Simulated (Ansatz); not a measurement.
# Cl3Ga: the cost of one run

All numbers below are computed with Ansatz 0.2.0 (RKS PBE-D4/def2-SVP).

### Step 1. The structure to begin with

Bond lengths: Ga1–Cl2 2.240 Å, Ga1–Cl3 2.240 Å, Ga1–Cl4 2.240 Å. Angles: Cl2–Ga1–Cl3 120.0°, Cl2–Ga1–Cl4 120.0°, Cl3–Ga1–Cl4 120.0°.

Structure file:

```xyz
4

Ga    0.0000    0.0000    0.0000
Cl    0.0000    0.0000    2.2400
Cl    1.9398    0.0000   -1.1200
Cl   -1.9398    0.0000   -1.1200
```

### Step 2. Relaxing the start

input.yaml

```yaml
crystal:
  periodic: [false, false, false]
  atoms:
    - { symbol: Ga, position_ang: [0.0, 0.0, 0.0] }
    - { symbol: Cl, position_ang: [0.0, 0.0, 2.24] }
    - { symbol: Cl, position_ang: [1.9398, 0.0, -1.12] }
    - { symbol: Cl, position_ang: [-1.9398, 0.0, -1.12] }
basis:
  gaussian: { orbitals: def2-SVP }
hamiltonian:
  xc: pbe
  dispersion: d4
relax:
  f_tol: 0.02
  max_steps: 40
```

Started as:

```sh
> ansatz run input.yaml --threads 2 --pin off --max-ram 3072MiB --backend cpu --events-out ev --progress --plain --runs-dir out
```

What time and memory should one allow on 2 threads of Arm Neoverse V1, shared host?

About 5.7 s, with a peak of 0.13 GiB.
